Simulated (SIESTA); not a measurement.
The system is W2SeS3, a slab with vacuum.

```xyz
12
Lattice="3.2151 0.0000 0.0000 -1.6076 2.7844 0.0000 0.0000 0.0000 35.2071" Properties=species:S:1:pos:R:3 pbc="T T T"
W     0.0000    0.0000   23.2138
W     0.0000    0.0000    9.8571
W     1.6076    0.9281   16.5390
W     1.6076    0.9281    3.3034
Se    0.0000    0.0000   18.2402
Se    0.0000    0.0000   14.8389
S     1.6076    0.9281   21.6646
S     1.6076    0.9281    8.3077
S     0.0000    0.0000    4.8526
S     0.0000    0.0000    1.7548
S     1.6076    0.9281   24.7621
S     1.6076    0.9281   11.4061
```

```yaml
Program: SIESTA 5.4.2
Task: single point
Functional: PBEsol
Potentials_or_basis: PseudoDojo 0.4 standard (PBEsol files)
Basis: DZP (energy shift 0.003 Ry; two zetas on semicore shells)
Grid_cutoff: 800 Ry
Energy_shift: 0.003 Ry
k_mesh: 10 × 10 × 1
Occupations: fermi-dirac, width 0.05 eV
Spin: no spin polarisation
```

On this cell: largest force 0.851 eV/Å; band gap on the k mesh 1.34 eV, indirect (least direct gap 1.39 eV).

The same run follows on a disturbed copy (atoms moved at random, drawn with an rms of 0.05 Å):

```
W Se S
1.0
     3.21514    0.00000    0.00000
    -1.60757    2.78439    0.00000
     0.00000    0.00000   35.20713
W Se S
4 2 6
Direct
  0.00503 0.99233 0.66007
  0.00396 0.00557 0.28023
  0.66831 0.34210 0.47003
  0.66323 0.32724 0.09267
  0.99472 0.99449 0.51817
  0.00995 0.00921 0.42099
  0.67063 0.33890 0.61551
  0.67052 0.32997 0.23627
  0.99839 0.98680 0.13747
  0.99151 0.99576 0.05063
  0.68215 0.35086 0.70366
  0.65791 0.32731 0.32358
```

Question: What changes?

Answer: The energy moves by +11.2 meV/atom; largest force 1.657 eV/Å; band gap on the k mesh 1.25 eV, indirect (least direct gap 1.27 eV).

Forces on the atoms (eV/Å):
```
W   -0.322  1.161 -0.597
W   -0.103 -0.627 -0.367
W    0.256 -0.394 -0.522
W   -0.075 -0.127  1.650
Se  -0.019  0.393  0.929
Se  -0.241  0.002 -0.410
S    0.238 -0.376 -0.051
S   -0.143  0.268 -0.416
S   -0.153  0.188 -0.003
S    0.228 -0.059 -1.589
S    0.083 -0.785  0.570
S    0.248  0.360  0.803
```

Stress tensor (GPa, compression positive):
```
-0.17  0.11  0.07
 0.11  0.23  0.27
 0.07  0.27  3.06
```

Caveats: short orbitals over semicore shells can move pressures by several GPa; spin-orbit coupling is left out, which moves the levels of the heavy elements; the basis of atomic orbitals isn't converged, which shifts pressures, moduli and gaps.

A k mesh can miss the band edges.
